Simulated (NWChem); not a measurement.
# Si2H4OF− (SMILES F[SiH-]O[SiH3]) at 5 levels

Wanted: a comparison of 5 runs (HF/STO-3G, HF/3-21G, B3LYP/6-31G*, PBE/6-31G*) of Si2H4OF−. 

The results are computed with NWChem 7.3.0.

## Step 1: The structure to begin with

Si2H4OF−: 8 atoms, total charge -1, spin state singlet. As SMILES, `F[SiH-]O[SiH3]`. The coordinates come from a GFN2-xTB relaxation. This is one conformer, not always the lowest.

Bond lengths: F1–Si2 1.698 Å, Si2–O3 1.754 Å, O3–Si4 1.563 Å, Si2–H5 1.509 Å, Si4–H6 1.483 Å, Si4–H7 1.483 Å, Si4–H8 1.476 Å. Angles: F1–Si2–O3 98.6°, Si2–O3–Si4 141.1°, F1–Si2–H5 93.4°, O3–Si2–H5 98.1°, O3–Si4–H6 113.4°, O3–Si4–H7 105.8°, O3–Si4–H8 115.5°, H6–Si4–H7 107.5°, H6–Si4–H8 106.4°, H7–Si4–H8 107.8°.

## Step 2: Energy and gradient at HF/STO-3G (run 1)

Input file fh4osi2.nw:

```
start fh4osi2
memory stack 880 mb heap 220 mb global 1100 mb
charge -1
geometry noautosym nocenter noautoz
 F     -1.018230     0.521840    -2.136340
 Si     0.595730     0.854300    -1.725490
 O      0.754510    -0.246050    -0.368250
 Si     0.018860    -0.675320     0.942620
 H      0.236640     2.098170    -0.949940
 H      0.009920     0.378790     1.986170
 H      0.785160    -1.826240     1.478670
 H     -1.382580    -1.105490     0.772550
end
basis spherical bse
 * library STO-3G
end
scf
 singlet
 rhf
 thresh 1e-08
 maxiter 80
 print low
end
task scf gradient
```

Started as:

```bash
$ nwchem fh4osi2.nw > fh4osi2.out
```

The program printed:

```text
[...]
  functions       =    32
[...]
  wavefunction    = RHF
[...]
         Total SCF energy =   -745.276100202358
      One-electron energy =  -1492.281135980128
      Two-electron energy =    527.840390781171
 Nuclear repulsion energy =    219.164644996599
        Time for solution =      2.3s
[...]
                         RHF ENERGY GRADIENTS
    atom               coordinates                        gradient
                 x          y          z           x          y          z
   1 F      -1.924176   0.986135  -4.037097   -0.012807   0.001701  -0.012502
   2 Si      1.125766   1.614393  -3.260703    0.005029  -0.002961   0.004970
   3 O       1.425817  -0.464967  -0.695892   -0.017050  -0.022053   0.050781
   4 Si      0.035640  -1.276170   1.781294    0.022657   0.012047  -0.044133
   5 H       0.447185   3.964966  -1.795126    0.000100   0.011324  -0.002590
   6 H       0.018746   0.715809   3.753317    0.002732   0.021694   0.012242
   7 H       1.483737  -3.451093   2.794281    0.019664  -0.017875   0.000100
   8 H      -2.612697  -2.089073   1.459908   -0.020326  -0.003876  -0.008870
 Task  times  cpu:        3.0s     wall:        3.0s
 Total times  cpu:        3.0s     wall:        3.0s
```

Run time: 3.6 s. Hardware: 1 thread of Intel Xeon Platinum 8259CL at 2.50GHz (Skylake/Cascade Lake), shared host; peak memory 0.097 GiB.

## Step 3: Energy and forces at HF/3-21G (run 2)

Input file fh4osi2.nw:

```
start fh4osi2
title "FH4OSi2"
memory 2200 mb
charge -1
geometry units angstrom noautosym nocenter noautoz
  F       -1.018230       0.521840      -2.136340
  Si       0.595730       0.854300      -1.725490
  O        0.754510      -0.246050      -0.368250
  Si       0.018860      -0.675320       0.942620
  H        0.236640       2.098170      -0.949940
  H        0.009920       0.378790       1.986170
  H        0.785160      -1.826240       1.478670
  H       -1.382580      -1.105490       0.772550
end
basis spherical bse
  * library 3-21G
end
scf
  singlet
  rhf
  thresh 1e-08
  maxiter 80
  print low
end
task scf gradient
```

Started as:

```bash
$ nwchem fh4osi2.nw > fh4osi2.out
```

The program printed:

```text
[...]
  functions       =    52
[...]
  wavefunction    = RHF
[...]
         Total SCF energy =   -750.578885979011
      One-electron energy =  -1490.122288336398
      Two-electron energy =    520.378757360788
 Nuclear repulsion energy =    219.164644996599
        Time for solution =      2.6s
[...]
                         RHF ENERGY GRADIENTS
    atom               coordinates                        gradient
                 x          y          z           x          y          z
   1 F      -1.924176   0.986135  -4.037097   -0.002046   0.007338  -0.003787
   2 Si      1.125766   1.614393  -3.260703   -0.007669   0.011179   0.018229
   3 O       1.425817  -0.464967  -0.695892   -0.019291  -0.031302   0.065170
   4 Si      0.035640  -1.276170   1.781294    0.016085   0.020448  -0.041321
   5 H       0.447185   3.964966  -1.795126   -0.000546  -0.015609  -0.014164
   6 H       0.018746   0.715809   3.753317    0.002420  -0.003003  -0.008682
   7 H       1.483737  -3.451093   2.794281    0.002398   0.006920  -0.011809
   8 H      -2.612697  -2.089073   1.459908    0.008650   0.004030  -0.003635
 Task  times  cpu:        3.8s     wall:        3.8s
 Total times  cpu:        3.8s     wall:        3.8s
```

Run time: 4.5 s. Hardware: 1 thread of Intel Xeon Platinum 8259CL at 2.50GHz (Skylake/Cascade Lake), shared host; peak memory 0.098 GiB.

Runs 3 to 4 aren't shown in full; the table further down has their settings and results.

## Step 4: Energy and gradient at B3LYP/6-31G(d) (Cartesian functions) (run 5)

Input file fh4osi2.xyz:

```xyz
8
FH4OSi2
F     -1.018230     0.521840    -2.136340
Si     0.595730     0.854300    -1.725490
O      0.754510    -0.246050    -0.368250
Si     0.018860    -0.675320     0.942620
H      0.236640     2.098170    -0.949940
H      0.009920     0.378790     1.986170
H      0.785160    -1.826240     1.478670
H     -1.382580    -1.105490     0.772550
```

Input file run.py:

```python
from ase.io import read
from ase.calculators.nwchem import NWChem

molecule = read('fh4osi2.xyz')

calc = NWChem(
    label='fh4osi2',
    theory='dft',
    memory='2200 mb',
    basis='6-31G*',
    charge=-1,
    dft={'xc': 'b3lyp', 'mult': '1', 'grid': 'xfine', 'convergence': 'energy 1e-08', 'iterations': '100', 'mulliken': None},
)
molecule.calc = calc

forces = molecule.get_forces()
e = molecule.get_potential_energy()
print(f"E = {e:.6f} eV")
print("forces (eV/A):")
for s, f in zip(molecule.symbols, forces):
    print(f"{s:2s} {f[0]:10.5f} {f[1]:10.5f} {f[2]:10.5f}")
print("dipole (e A):", molecule.get_dipole_moment().round(4))
```

Started as:

```bash
$ export ASE_NWCHEM_COMMAND="nwchem PREFIX.nwi > PREFIX.nwo"
$ python run.py
```

The program printed:

```text
E = -20587.476465 eV
forces (eV/A):
F     0.14172   -0.15242    0.02036
Si   -0.07600   -0.32226   -1.09508
O     1.01271    0.53885   -1.69775
Si   -0.44213   -0.44454    1.10578
H    -0.02900    0.75030    0.64658
H    -0.09739    0.19108    0.42099
H    -0.04309   -0.35106    0.48568
H    -0.46686   -0.20985    0.11344
dipole (e A): [-0.3534 -0.4516  1.3364]
```

The calculator wrote fh4osi2.nwi:

```
title "fh4osi2"

permanent_dir fh4osi2

scratch_dir fh4osi2

start fh4osi2

geometry units angstrom nocenter noautosym noautoz
  F  -1.0182300000000000e+00 5.2183999999999997e-01 -2.1363400000000001e+00
  Si 5.9572999999999998e-01 8.5429999999999995e-01 -1.7254900000000000e+00
  O  7.5451000000000001e-01 -2.4604999999999999e-01 -3.6825000000000002e-01
  Si 1.8859999999999998e-02 -6.7532000000000003e-01 9.4262000000000001e-01
  H  2.3663999999999999e-01 2.0981700000000001e+00 -9.4994000000000001e-01
  H  9.9200000000000000e-03 3.7879000000000002e-01 1.9861700000000000e+00
  H  7.8515999999999997e-01 -1.8262400000000001e+00 1.4786699999999999e+00
  H  -1.3825799999999999e+00 -1.1054900000000001e+00 7.7254999999999996e-01
end

charge -1

memory 2200 mb

basis noprint
   * library 6-31G*
end

dft
  xc b3lyp
  mult 1
  grid xfine
  convergence energy 1e-08
  iterations 100
  mulliken
end

task dft gradient
```

fh4osi2.nwo, cut to the lines that bear on the results:

```text
[...]
         Total DFT energy =     -756.575811549968
[...]
  wavefunction    = closed shell
                         DFT ENERGY GRADIENTS
    atom               coordinates                        gradient
                 x          y          z           x          y          z
   1 F      -1.924176   0.986135  -4.037097   -0.002756   0.002964  -0.000396
   2 Si      1.125766   1.614393  -3.260703    0.001478   0.006267   0.021296
   3 O       1.425817  -0.464967  -0.695892   -0.019694  -0.010479   0.033016
[... 4 lines of this table left out ...]
   8 H      -2.612697  -2.089073   1.459908    0.009079   0.004081  -0.002206
[...]
```

It took 50 s on 1 thread of Intel Xeon Platinum 8259CL at 2.50GHz (Skylake/Cascade Lake), shared host; peak memory 0.14 GiB.

## Step 5: The series

```tsv
run	level	iteration cap	module	energy (Eh)	largest force (eV/Å)	wall time
1	HF/STO-3G	80	scf	-745.276100	2.979	3.6 s
2	HF/3-21G	80	scf	-750.578886	3.848	4.5 s
3	B3LYP/6-31G* (spherical functions)	100	dft	-756.570077	2.084	47 s
4	PBE/6-31G* (spherical functions)	100	dft	-756.035185	2.442	56 s
5	B3LYP/6-31G* (Cartesian functions)	100	dft	-756.575812	2.049	50 s
```

## Step 6: Summary of results

| quantity | value |
| --- | --- |
| run 5: total energy | -756.57581 Eh |
| run 5: HOMO energy | 0.52 eV |
| run 5: LUMO energy | 4.90 eV |
| run 5: HOMO–LUMO gap (to an unbound level, set by the basis) | 4.38 eV |
| run 5: largest force on an atom | 2.049 eV/Å |

In words: Over runs 3, 4, 5 the HOMO–LUMO gap runs from 2.92 eV (PBE/6-31G*) to 4.43 eV (B3LYP/6-31G*). The empty levels of an anion lie above zero and hang on the basis. Totals of different functionals can't be ranked against each other. In runs 3, 4, 5 the HOMO lies above zero, so the outermost electron may be held by the basis alone. In run 1 the basis is minimal, so the values are rough. All runs together took 2.7 min, the longest 56 s.
